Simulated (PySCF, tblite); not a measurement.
# C₄H₁₀Ge: geometry, infrared bands and NMR shifts

What infrared bands and NMR shifts should C₄H₁₀Ge (`C=[CH][GeH2][CH2]C`) show?

Computed with tblite 0.8.0 and PySCF 2.14.0, with density-fitted response routines of our own, on a single molecule in the gas phase. Atoms are numbered from 0 throughout.

### 1 The molecule as given

15 atoms, charge 0, multiplicity 1; geometry from: force field or distance geometry start.

Bonds of the start (Å): C0–C1 1.32, C1–Ge2 1.92, Ge2–C3 1.93, C3–C4 1.52, C0–H5 1.11, C0–H6 1.09, C1–H7 1.09, Ge2–H8 1.57, Ge2–H9 1.54, C3–H10 1.11, C3–H11 1.12, C4–H12 1.13, C4–H13 1.09, C4–H14 1.13.

### 2 Optimising the geometry with GFN2-xTB

The job: settings as JSON, then the geometry in Å.

```
{"job": {"kind": "relax", "xc": "GFN2-xTB", "basis": "xTB"}, "charge": 0, "multiplicity": 1}
C     -3.044200    -0.015100    -0.030100
C     -1.887900    -0.627100    -0.191600
Ge    -0.284000     0.417900    -0.261700
C      1.335600    -0.635900    -0.333700
C      2.465000     0.317200     0.016000
H     -3.957900    -0.651000     0.012500
H     -3.149300     1.067500     0.046900
H     -1.883200    -1.712300    -0.248100
H     -0.170800     1.330800     1.010300
H     -0.253200     1.334700    -1.499100
H      1.493000    -1.140300    -1.309200
H      1.331000    -1.451600     0.432100
H      2.210200     0.707100     1.048300
H      3.455300    -0.140400    -0.058700
H      2.336100     1.206500    -0.667100
```

Command:

```sh
$ OMP_NUM_THREADS=1 python probes_run.py task.json out
```

One launch serves the whole session: the jobs run in the order shown.

Output:

```text
step      E/eV     max force
  0    -422.10593    1.499
  1    -422.23421    0.757
  2    -422.28275    0.557
  3    -422.30972    0.614
  4    -422.33325    0.466
  5    -422.35291    0.475
  6    -422.36544    0.334
  7    -422.37657    0.325
  8    -422.38687    0.326
  9    -422.39424    0.222
 10    -422.39997    0.233
 11    -422.40526    0.231
 12    -422.41118    0.264
 13    -422.41748    0.237
 14    -422.42269    0.218
 15    -422.42637    0.154
 16    -422.42907    0.135
 17    -422.43114    0.124
 18    -422.43276    0.088
 19    -422.43394    0.081
 20    -422.43484    0.088
 21    -422.43564    0.079
 22    -422.43642    0.083
 23    -422.43718    0.082
 24    -422.43787    0.062
 25    -422.43848    0.060
 26    -422.43911    0.065
 27    -422.43984    0.068
 28    -422.44060    0.074
 29    -422.44131    0.076
 30    -422.44201    0.080
 31    -422.44284    0.097
 32    -422.44390    0.098
 33    -422.44504    0.086
 34    -422.44595    0.071
 35    -422.44661    0.085
 36    -422.44722    0.107
 37    -422.44783    0.087
 38    -422.44829    0.049
 39    -422.44860    0.042
 40    -422.44892    0.074
 41    -422.44946    0.108
 42    -422.45042    0.129
 43    -422.45174    0.126
 44    -422.45300    0.090
 45    -422.45385    0.063
 46    -422.45437    0.068
 47    -422.45481    0.061
 48    -422.45516    0.040
 49    -422.45536    0.032
 50    -422.45547    0.028
 51    -422.45557    0.032
 52    -422.45565    0.023
 53    -422.45572    0.016
 54    -422.45577    0.018
 55    -422.45582    0.019
 56    -422.45587    0.019
 57    -422.45592    0.019
 58    -422.45598    0.017
 59    -422.45603    0.021
 60    -422.45608    0.020
 61    -422.45614    0.022
 62    -422.45624    0.028
 63    -422.45638    0.040
 64    -422.45659    0.049
 65    -422.45690    0.046
 66    -422.45728    0.048
 67    -422.45770    0.061
 68    -422.45816    0.070
 69    -422.45869    0.072
 70    -422.45925    0.061
 71    -422.45974    0.057
 72    -422.46006    0.058
 73    -422.46013    0.100
 74    -422.46069    0.062
 75    -422.46112    0.039
 76    -422.46179    0.059
 77    -422.46239    0.064
 78    -422.46307    0.071
 79    -422.46398    0.068
 80    -422.46514    0.069
 81    -422.46519    0.138
 82    -422.46552    0.150
 83    -422.46692    0.048
 84    -422.46732    0.046
 85    -422.46785    0.050
 86    -422.46826    0.048
 87    -422.46870    0.036
 88    -422.46895    0.041
 89    -422.46912    0.030
 90    -422.46927    0.028
 91    -422.46947    0.030
 92    -422.46973    0.038
 93    -422.47010    0.042
 94    -422.47056    0.059
 95    -422.47115    0.086
 96    -422.47006    0.218
 97    -422.47219    0.065
 98    -422.47278    0.045
 99    -422.47117    0.299
100    -422.47411    0.049
101    -422.47463    0.031
102    -422.46946    0.364
103    -422.47509    0.027
104    -422.47541    0.028
105    -422.47098    0.387
106    -422.47592    0.026
107    -422.47626    0.029
108    -422.47422    0.262
109    -422.47686    0.031
110    -422.47715    0.032
111    -422.47729    0.135
112    -422.47776    0.052
113    -422.47793    0.030
114    -422.47831    0.042
115    -422.47841    0.031
116    -422.47846    0.033
117    -422.47858    0.036
118    -422.47869    0.043
119    -422.47890    0.050
120    -422.47916    0.048
121    -422.47947    0.048
122    -422.47979    0.051
123    -422.48027    0.052
124    -422.48109    0.063
125    -422.48174    0.050
126    -422.48231    0.056
127    -422.48284    0.056
128    -422.48333    0.053
129    -422.48388    0.061
130    -422.48450    0.050
131    -422.48492    0.057
132    -422.48513    0.066
133    -422.48544    0.035
134    -422.48559    0.030
135    -422.48581    0.037
136    -422.48604    0.032
137    -422.48626    0.036
138    -422.48645    0.032
139    -422.48664    0.039
140    -422.48690    0.049
141    -422.48723    0.054
142    -422.48756    0.057
143    -422.48784    0.044
144    -422.48798    0.041
145    -422.48822    0.046
146    -422.48845    0.041
147    -422.48882    0.026
148    -422.48918    0.037
149    -422.48950    0.046
150    -422.48978    0.044
151    -422.49004    0.029
152    -422.49025    0.036
153    -422.49043    0.032
154    -422.49056    0.031
155    -422.49066    0.026
156    -422.49074    0.022
157    -422.49080    0.020
158    -422.49086    0.020
159    -422.49093    0.024
160    -422.49101    0.031
161    -422.49111    0.028
162    -422.49122    0.025
163    -422.49133    0.026
164    -422.49146    0.024
165    -422.49160    0.034
166    -422.49173    0.027
167    -422.49182    0.046
168    -422.49193    0.022
169    -422.49201    0.023
170    -422.49206    0.018
171    -422.49208    0.009
```

Run time: 0.84 s. Hardware: 1 thread of Arm Neoverse V1, shared host; peak memory 0.18 GiB.

Along the way: (not every step is listed)

```csv
step,energy from step 0 (eV),largest force (eV/Å)
0,0.0000,1.4986
1,-0.1283,0.7565
2,-0.1768,0.5571
3,-0.2038,0.6143
4,-0.2273,0.4657
5,-0.2470,0.4748
6,-0.2595,0.3339
7,-0.2706,0.3249
8,-0.2809,0.3260
23,-0.3313,0.0822
38,-0.3424,0.0485
53,-0.3498,0.0162
68,-0.3522,0.0698
83,-0.3610,0.0483
98,-0.3668,0.0453
113,-0.3720,0.0304
128,-0.3774,0.0527
143,-0.3819,0.0442
158,-0.3849,0.0199
166,-0.3858,0.0267
167,-0.3859,0.0463
168,-0.3860,0.0222
169,-0.3861,0.0228
170,-0.3861,0.0181
171,-0.3861,0.0088
```

Distances of close pairs at the start and the end, largest changes first:

```csv
bond,before (Å),after (Å),change (Å)
Ge2–H8,1.570,1.506,-0.064
Ge2–C3,1.934,1.985,+0.051
C4–H12,1.133,1.088,-0.044
C4–H14,1.129,1.088,-0.040
C1–Ge2,1.916,1.953,+0.037
C0–H5,1.114,1.080,-0.034
Ge2–H9,1.540,1.508,-0.032
C3–H11,1.119,1.092,-0.027
```

The end geometry stands in the next job.

### 3 Vibrational analysis with GFN2-xTB

The job: settings as JSON, then the geometry in Å.

```
{"job": {"kind": "ir", "xc": "GFN2-xTB", "basis": "xTB"}, "charge": 0, "multiplicity": 1}
C     -3.001258    -0.321468     0.220540
C     -1.975958    -0.387340    -0.612430
Ge    -0.326516     0.639061    -0.415454
C      1.241092    -0.536299    -0.098114
C      2.545666     0.236958     0.032674
H     -3.895850    -0.913277     0.093273
H     -2.987633     0.338903     1.073677
H     -2.029617    -1.063605    -1.457611
H     -0.486537     1.625283     0.711258
H     -0.090769     1.455714    -1.661173
H      1.317560    -1.249070    -0.921538
H      1.064515    -1.120973     0.806651
H      2.494755     0.935436     0.865886
H      3.383007    -0.438705     0.202214
H      2.743129     0.807372    -0.873075
```

Output:

```text
mode    cm-1     km/mol
  1      42.4      0.00
  2      55.1      0.09
  3     106.8      0.49
  4     210.1      0.61
  5     246.9      1.93
  6     252.5      0.81
  7     402.4     36.76
  8     471.6     19.39
  9     550.2     36.54
 10     562.0     56.28
 11     625.2     35.68
 12     686.4    287.04
 13     745.5     42.27
 14     837.3    191.08
 15     913.7     22.42
 16     971.1     13.94
 17     994.8     10.52
 18    1008.1     12.27
 19    1027.1     12.73
 20    1069.5     14.24
 21    1232.6      3.82
 22    1254.4      6.11
 23    1261.3      1.31
 24    1404.8      1.27
 25    1414.3      0.54
 26    1465.0      0.03
 27    1501.2      1.45
 28    1503.2      3.59
 29    1657.8      5.69
 30    1928.1    308.11
 31    1992.2    525.40
 32    2949.5     44.94
 33    2964.8     32.81
 34    3008.0     61.44
 35    3014.3     48.96
 36    3015.8     46.96
 37    3023.1     25.80
 38    3063.2     42.56
 39    3088.8     47.83
```

It took 0.36 s on 1 thread of Arm Neoverse V1, shared host; peak memory 0.18 GiB.

The strongest bands and the atoms that carry them (share of the mass-weighted mode):

```
cm⁻¹  km/mol              atoms
 562    56.3  C3 52 %, Ge2 18 %
 686   287.0   H9 47 %, H8 39 %
 837   191.1   H8 49 %, H9 48 %
1928   308.1   H9 61 %, H8 38 %
1992   525.4   H8 60 %, H9 38 %
3008    61.4           H13 84 %
3014    49.0            H7 90 %
3089    47.8   H6 71 %, H5 19 %
```

### 4 NMR shieldings: PBE0/pcSseg-1

Settings changed since step 3:

```diff
@@ -1,2 +1,2 @@
-{"job": {"kind": "ir", "xc": "GFN2-xTB", "basis": "xTB"}, "charge": 0, "multiplicity": 1}
+{"job": {"kind": "nmr", "xc": "PBE0", "basis": "pcSseg-1"}, "charge": 0, "multiplicity": 1}
 C     -3.001258    -0.321468     0.220540
```

Method: GIAO PBE0/pcSseg-1 NMR shielding, non-relativistic, gas phase.

Output:

```text
coarse grid: 52856 points
cycle   1  E = -2234.6350549267  dE = -4.451e-01  |g| = 9.147e-01  |ddm| = 3.389e+00
cycle   2  E = -2234.6054393085  dE =  2.962e-02  |g| = 9.433e-01  |ddm| = 9.680e-01
cycle   3  E = -2234.7124066410  dE = -1.070e-01  |g| = 8.136e-02  |ddm| = 6.106e-01
cycle   4  E = -2234.7134845952  dE = -1.078e-03  |g| = 2.347e-02  |ddm| = 8.273e-02
cycle   5  E = -2234.7136248255  dE = -1.402e-04  |g| = 5.288e-03  |ddm| = 2.342e-02
cycle   6  E = -2234.7136317521  dE = -6.927e-06  |g| = 1.515e-03  |ddm| = 6.317e-03
final grid: 111592 points
cycle   7  E = -2234.7136150375  dE =  8.558e-07  |g| = 2.439e-03  |ddm| = 3.946e-03
cycle   8  E = -2234.7136119591  dE =  3.078e-06  |g| = 4.258e-03  |ddm| = 5.141e-03
cycle   9  E = -2234.7136165695  dE = -4.610e-06  |g| = 2.137e-04  |ddm| = 3.158e-03
cycle  10  E = -2234.7136165802  dE = -1.072e-08  |g| = 4.961e-05  |ddm| = 2.253e-04
cycle  11  E = -2234.7136165805  dE = -2.728e-10  |g| = 1.349e-06  |ddm| = 3.010e-05
converged SCF energy = -2234.7136165805

GIAO shielding tensors (ppm)
atom      isotropic    diamagn.    paramagn.     s11        s22        s33       span
  0 C       45.940     253.909    -207.969    -77.767     56.354    159.232    236.998
  1 C       43.924     260.212    -216.288    -74.124     32.460    173.436    247.560
  2 Ge    1452.530    2756.855   -1304.325   1354.696   1437.926   1564.967    210.271
  3 C      176.502     251.146     -74.644    167.145    173.493    188.868     21.723
  4 C      174.366     245.603     -71.237    166.575    168.047    188.476     21.902
  5 H       25.313      28.196      -2.882     21.967     24.464     29.509      7.542
  6 H       25.579      31.974      -6.395     21.590     24.320     30.827      9.237
  7 H       25.169      31.829      -6.660     22.851     23.976     28.682      5.831
  8 H       27.799      31.248      -3.449     21.658     23.436     38.304     16.647
  9 H       27.574      30.428      -2.854     21.364     22.885     38.474     17.110
 10 H       30.641      32.077      -1.436     25.140     29.605     37.179     12.039
 11 H       30.717      32.613      -1.896     25.390     29.695     37.067     11.677
 12 H       30.652      29.650       1.003     25.648     29.348     36.960     11.313
 13 H       30.212      27.657       2.555     25.004     27.308     38.324     13.320
 14 H       30.646      29.238       1.407     25.767     29.231     36.938     11.171
```

Wall time 17 s (1 thread of Arm Neoverse V1, shared host); peak memory 0.73 GiB.

The references, computed at this level on geometries of the same kind, shield at (ppm): 1H TMS 31.72, 13C TMS 186.9, 73Ge GeMe4 1331. Their shielding less the atom's gives the shift. The references are single molecules in the gas phase. Atoms listed in one row are averaged.

| atoms | environment | σ (ppm) | δ (ppm) |
| --- | --- | --- | --- |
| C1 | alkene CH | 43.9 | 143.0 |
| C0 | terminal =CH2 carbon | 45.9 | 141.0 |
| C4 | methyl carbon | 174.4 | 12.6 |
| C3 | sp3 CH2 bonded to Ge | 176.5 | 10.4 |
| H7 | hydrogen on an alkene CH | 25.17 | 6.55 |
| H5 | hydrogen on a terminal =CH2 carbon | 25.31 | 6.40 |
| H6 | hydrogen on a terminal =CH2 carbon | 25.58 | 6.14 |
| H8, H9 | hydrogen on a germanium bonded to 2 C | 27.69 | 4.03 |
| H12, H13, H14 | hydrogen on a methyl carbon | 30.50 | 1.21 |
| H10, H11 | hydrogen on an sp3 CH2 bonded to Ge | 30.68 | 1.04 |
| Ge2 | germanium bonded to 2 C, 2 H | 1453 | -122 |

Charges from the same density, by scheme (e):

```csv
atoms,Mulliken,IAO,Hirshfeld,ESP fit
C0,-0.13,-0.28,-0.09,-0.33
C1,-0.50,-0.38,-0.13,-0.31
Ge2,0.50,0.63,0.34,0.35
C3,-0.53,-0.49,-0.14,-0.05
C4,-0.27,-0.41,-0.12,-0.19
```

Mayer bond orders: C0–C1 1.96, C1–Ge2 0.89, Ge2–C3 0.95, C3–C4 1.04.

### 5 Results

| quantity | value |
| --- | --- |
| strongest single infrared mode (GFN2-xTB) | 1992 cm⁻¹, 525 km/mol |
| zero-point energy (GFN2-xTB) | 75.1 kcal/mol |
| 13C shifts against TMS (PBE0/pcSseg-1) | 143.0, 141.0, 12.6, 10.4 ppm |
| 1H shifts against TMS (PBE0/pcSseg-1, means over atoms taken as alike) | 6.55, 6.40, 6.14, 4.03, 1.21, 1.04 ppm |
| 73Ge shifts against GeMe4 (PBE0/pcSseg-1) | -122 ppm |

In words: Over 171 steps the energy fell by 0.386 eV; of the close pairs, Ge2–H8 changed most, 1.570 to 1.506 Å. No mode is imaginary among the 39: a minimum at this level. The strongest single mode, at 1992 cm⁻¹, moves mainly H8 and H9. GFN2-xTB is a fitted tight-binding method: band positions and strengths are rough. Its intensities can rank the bands wrongly. C1 (alkene CH) lies farthest downfield among carbon, at 143.0 ppm; an sp2 carbon of a C=C bond. H7 (hydrogen on an alkene CH) lies farthest downfield among hydrogen, at 6.55 ppm; olefinic region. Spin-orbit coupling is left out, which matters for shieldings and couplings at and beside the heavy atoms.
